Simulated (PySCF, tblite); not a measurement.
# C7H10O+ (doublet): geometry, infrared bands and EPR parameters

What infrared bands and EPR parameters should C7H10O+ (doublet) (`[CH2+][CH][C@H](C)/C=C\C=O`) show?

Computed with tblite 0.8.0 and PySCF 2.14.0, with density-fitted response routines of our own, on a single molecule in the gas phase. Atoms count from 0, in the outputs and in this text.

**1. The starting structure**

18 atoms, charge 1, multiplicity 2; geometry from: force field or distance geometry start.

Bonds of the start (Å): C0–C1 1.44, C1–C2 1.48, C2–C3 1.54, C2–C4 1.52, C4–C5 1.35, C5–C6 1.48, C6–O7 1.22, C0–H8 1.08, C0–H9 1.09, C1–H10 1.09, C2–H11 1.10, C3–H12 1.10, C3–H13 1.09, C3–H14 1.11, C4–H15 1.10, C5–H16 1.09, C6–H17 1.09.

**2. Geometry optimisation with GFN2-xTB**

What the job is given:

```
{"job": {"kind": "relax", "xc": "GFN2-xTB", "basis": "xTB"}, "charge": 1, "multiplicity": 2}
C      2.111900    -0.769000    -1.179100
C      1.573100     0.020000    -0.106000
C      0.189300     0.557700    -0.125200
C      0.201300     2.086500     0.066500
C     -0.657200    -0.097400     0.950200
C     -1.614100    -1.030800     0.797400
C     -2.015000    -1.645200    -0.482600
O     -2.927600    -2.453900    -0.520600
H      3.117500    -1.160000    -1.111200
H      1.507700    -0.972200    -2.058100
H      2.207500     0.185100     0.768200
H     -0.264000     0.386200    -1.114700
H     -0.817700     2.493300     0.050300
H      0.791500     2.568800    -0.714000
H      0.639700     2.364600     1.042100
H     -0.453400     0.237800     1.973400
H     -2.140700    -1.405800     1.670700
H     -1.458500    -1.359600    -1.379000
```

On the command line:

```console
$ OMP_NUM_THREADS=1 python probes_run.py task.json out
```

The driver reads the jobs from task.json and runs them one after another.

**Question.** This job is followed by: GFN2-xTB harmonic vibrations, gas phase; UKS B3LYP, pcH-1 on C H O, non-relativistic, mean-field spin-orbit, GIAO. What will the session give for the following? strongest single infrared mode (GFN2-xTB); zero-point energy (GFN2-xTB); g(iso) (B3LYP); ⟨S²⟩; largest a(iso) (averaged by class).

The runs gave:

| quantity | value |
| --- | --- |
| strongest single infrared mode (GFN2-xTB) | 1826 cm⁻¹, 500 km/mol |
| zero-point energy (GFN2-xTB) | 89.7 kcal/mol |
| g(iso) (B3LYP) | 2.00435 |
| ⟨S²⟩ | 0.758 (exact 0.75) |
| largest a(iso) (averaged by class) | 1H on H17, 251.7 MHz |

What this shows: Over 169 steps the energy fell by 0.501 eV; of the close pairs, C0–C1 changed most, 1.437 to 1.339 Å. No mode is imaginary among the 48: a minimum at this level. The strongest single mode, at 1826 cm⁻¹, moves mainly C6 and O7. Unscaled tight-binding wavenumbers are off by several per cent, some by more. Its intensities can rank the bands wrongly. O7 carries the largest spin population, 0.42 e. The isotropic g lies 2.0 ppt above the free-electron value. These values are for one conformer; the search (at its own cheap level) found 2 more, at 0.19, 4.62 kcal/mol, and measured spectra average over such forms.
